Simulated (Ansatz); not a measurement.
What does this script print? It uses Ansatz 0.2.0, Python API.

`c2hcl2fsi_deck.py`
```python
import ansatz as az
import numpy as np
import pandas as pd

DECK = """
crystal:
  periodic: [false, false, false]
  atoms:
    - { symbol: C, position_ang: [1.6475, -0.4792, 1.2153] }
    - { symbol: C, position_ang: [0.6464, -0.2292, 0.4952] }
    - { symbol: Si, position_ang: [-0.8546, 0.1004, -0.6152] }
    - { symbol: F, position_ang: [-1.4811, -1.2674, -0.9634] }
    - { symbol: Cl, position_ang: [-0.234, 1.039, -2.333] }
    - { symbol: Cl, position_ang: [-2.131, 1.3848, 0.3203] }
    - { symbol: H, position_ang: [2.4681, -0.6164, 1.8351] }
basis:
  gaussian: { orbitals: cc-pVDZ }
hamiltonian:
  xc: r2scan
output:
  forces: true
"""

session = az.Session.from_yaml(DECK)
data = session.plan(threads=1).execute().report

print(f"E = {data['free_energy_ev']:.6f} eV = {data['free_energy_ev'] / 27.211386246:.7f} Ha")
print("converged:", data["converged"], " doubts:", data["published_state_doubts"] or "none")
symbols = ["C", "C", "Si", "F", "Cl", "Cl", "H"]
state = data["mean_field"]["state"]
print(f"mean field: {state['energy']['hartree']:.7f} Ha, <S^2> = {abs(state['spin_squared']):.4f}, stability: {state.get('stability', {}).get('kind')}")

forces = np.array(data["forces_ev_ang"])
print("largest force", round(float(np.linalg.norm(forces, axis=1).max()), 4), "eV/A, rms", round(float(np.sqrt((forces ** 2).mean())), 4))
charges = data["charge_distribution"]
table = pd.DataFrame({"atom": symbols, "mulliken": charges["mulliken_charges_e"], "lowdin": charges["lowdin_charges_e"]})
print(table.round(3).to_string())
print("dipole (e A):", np.round(charges["dipole_moment_e_ang"], 4) + 0.0)
```

```console
$ python c2hcl2fsi_deck.py
E = -37728.018386 eV = -1386.4791027 Ha
converged: True  doubts: none
mean field: -1386.4791027 Ha, <S^2> = 0.0000, stability: minimum
largest force 5.2003 eV/A, rms 1.7959
  atom  mulliken  lowdin
0    C    -0.076   0.027
1    C    -0.120  -0.131
2   Si     0.790  -0.468
3    F    -0.239   0.165
4   Cl    -0.191   0.190
5   Cl    -0.175   0.212
6    H     0.012   0.005
dipole (e A): [ 0.2189 -0.0449  0.2234]
```

Reading the output:
- The settings weren't tested for convergence.
- The geometry is a force-field or estimated start, not a minimum of this method, and the basis set is short of its limit.
- The Löwdin charges here are taken after orthogonalising the functions within each atom; they differ from plain Löwdin charges, and their signs can be unphysical.
- Timing: 9.4 s on 1 thread of Arm Neoverse V1, on a shared host, peak memory 0.25 GiB.
